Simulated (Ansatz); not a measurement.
# C2HFI2: one species, many methods

An exercise on one series of results from a longer session: the logs are not shown, and one member is left open.

Method: functionals in def2-TZVPP, the program's frozen cores in correlated methods; program: Ansatz 0.2.0, Gaussian basis.

The runs, in order: LDA (SPW92), PBE-D4, revPBE-D4, BLYP-D4, r2SCAN-D4, B97M-V, PBE0-D4, B3LYP-D4, r2SCANh-D4, r2SCAN0-D4, HSE06-D4, BHLYP-D4, CAM-B3LYP-D4, LC-ωPBE, ωB97X-V, ωB97M-V, B2PLYP, PBE-QIDH; CCSD(T)/def2-SVP; CCSD(T)/def2-TZVPP; MP2/def2-QZVPP; extrapolation to the limit; RPA on PBE.

## Structure used throughout

All runs share one geometry, relaxed beforehand with PBE0-D4 in a triple-zeta def2 set. I takes the def2 core potential; no spin-orbit term is included.

SMILES `F/C(I)=C\I`, 6 atoms, charge 0, spin multiplicity 1.

Atoms are counted from 1 here; the program's logs count them from 0.

Bond lengths: F1–C2 1.320 Å, C2–I3 2.075 Å, C2–C4 1.321 Å, C4–I5 2.065 Å, C4–H6 1.078 Å. Angles: F1–C2–I3 113.3°, F1–C2–C4 123.6°, I3–C2–C4 123.1°, C2–C4–I5 122.7°, C2–C4–H6 121.2°, I5–C4–H6 116.1°.

Geometry (Å):

```xyz
6
C2HFI2
F    -1.1136   -1.3229    0.1103
C    -0.0362   -0.5762    0.2654
I     1.4122   -1.4616    1.4592
C     0.1108    0.6170   -0.2826
I    -1.3397    1.4851   -1.4683
H     1.0085    1.1947   -0.1302
```

Set-up of the first run:

in.yaml

```yaml
crystal:
  periodic: [false, false, false]
  atoms:
    - {symbol: F, position_ang: [-1.113566, -1.322942, 0.110313]}
    - {symbol: C, position_ang: [-0.036180, -0.576173, 0.265387]}
    - {symbol: I, position_ang: [1.412179, -1.461628, 1.459243]}
    - {symbol: C, position_ang: [0.110815, 0.616969, -0.282555]}
    - {symbol: I, position_ang: [-1.339726, 1.485053, -1.468304]}
    - {symbol: H, position_ang: [1.008477, 1.194721, -0.130186]}
basis:
  gaussian: {orbitals: def2-TZVPP}
hamiltonian: {xc: lda}
output: {orbitals: {seedname: orbitals}}
```

Launch:

```bash
$ ansatz run in.yaml --threads 2 --pin off --events-out ev --progress --plain --max-ram 32768MiB --backend cpu
```

Steps of the session up to this table: LDA; PBE-D4 (GGA); revPBE-D4 (GGA); BLYP-D4 (GGA); r2SCAN-D4 (meta-GGA); B97M-V (meta-GGA); PBE0-D4 (hybrid); B3LYP-D4 (hybrid); r2SCANh-D4 (hybrid); r2SCAN0-D4 (hybrid); HSE06-D4 (hybrid); BHLYP-D4 (hybrid); CAM-B3LYP-D4 (range-separated); LC-ωPBE (range-separated); ωB97X-V (range-separated); ωB97M-V (range-separated); B2PLYP (double hybrid); PBE-QIDH (double hybrid).

One table of the session follows, with a row left open; its other results are not shown here.

It belongs to the step «Orbital energies across the functionals». 

| functional | HOMO (eV) | LUMO (eV) | gap (eV) |
| --- | --- | --- | --- |
| LDA (SPW92) | -6.08 | -2.77 | 3.31 |
| PBE-D4 | -5.90 | -2.56 | 3.34 |
| revPBE-D4 | -5.84 | -2.48 | 3.36 |
| BLYP-D4 | -5.73 | -2.44 | 3.29 |
| r2SCAN-D4 | -6.14 | -2.42 | 3.72 |
| B97M-V | -6.14 | -2.28 | 3.86 |
| PBE0-D4 | -6.99 | -1.69 | 5.30 |
| B3LYP-D4 | -6.76 | -1.91 | 4.85 |
| r2SCANh-D4 | -6.54 | -2.10 | 4.44 |
| r2SCAN0-D4 | -7.14 | -1.62 | 5.52 |
| HSE06-D4 | -6.60 | -2.06 | 4.53 |
| BHLYP-D4 | -7.90 | -0.72 | 7.19 |
| CAM-B3LYP-D4 | -8.20 | -0.61 | 7.59 |
| LC-ωPBE | -9.49 | 0.57 | 10.06 |
| ωB97X-V | -9.15 | 0.44 | 9.59 |
| ωB97M-V | ? | ? | ? |

**Question.** Estimate the row for ωB97M-V.

The run gave: HOMO (eV): -9.03; LUMO (eV): 0.31; gap (eV): 9.35. In the column «HOMO (eV)» it lies between ωB97X-V (-9.15) and CAM-B3LYP-D4 (-8.20).
